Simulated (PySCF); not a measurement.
# C5H4F2: the cost of one run

Programs: PySCF 2.14.0, with density-fitted response routines of our own. Each step states its level of theory. These are calculated values for one molecule in the gas phase, unless marked as measured. Atoms are numbered from 0 throughout.

## (1) The starting structure

11 atoms, charge 0, multiplicity 1; geometry from: PBE0-D3(BJ)/def2-SVP.

Bonds of the start (Å): C0–C1 1.21, C1–C2 1.43, C2–F3 1.33, C2–C4 1.34, C4–C5 1.49, C5–F6 1.37, C0–H7 1.08, C4–H8 1.09, C5–H9 1.10, C5–H10 1.11.

## (2) NMR shieldings: PBE0/6-31G*

The job: settings as JSON, then the geometry in Å.

```
{"job": {"kind": "nmr", "xc": "PBE0", "basis": "6-31G*", "pop": true}, "charge": 0, "multiplicity": 1}
C      2.354873     0.765391    -0.727808
C      1.500444    -0.045931    -0.442393
C      0.508379    -1.015325    -0.108231
F      0.960681    -2.269779    -0.095077
C     -0.778735    -0.766245     0.163853
C     -1.393512     0.587267     0.147823
F     -1.998714     0.855030     1.352425
H      3.114455     1.484392    -0.976362
H     -1.418564    -1.620449     0.403578
H     -0.637422     1.362354    -0.057271
H     -2.167795     0.641363    -0.638726
```

Level: GIAO PBE0/6-31G* NMR shielding, non-relativistic, gas phase.

Command:

```
$ OMP_NUM_THREADS=1 python probes_run.py task.json out
```

This one command runs all jobs of the session in turn.

Q: Estimate the wall time and peak memory of this first job on 1 thread of Arm Neoverse V2, shared host.

About 7.6 s, with a peak of 0.57 GiB.
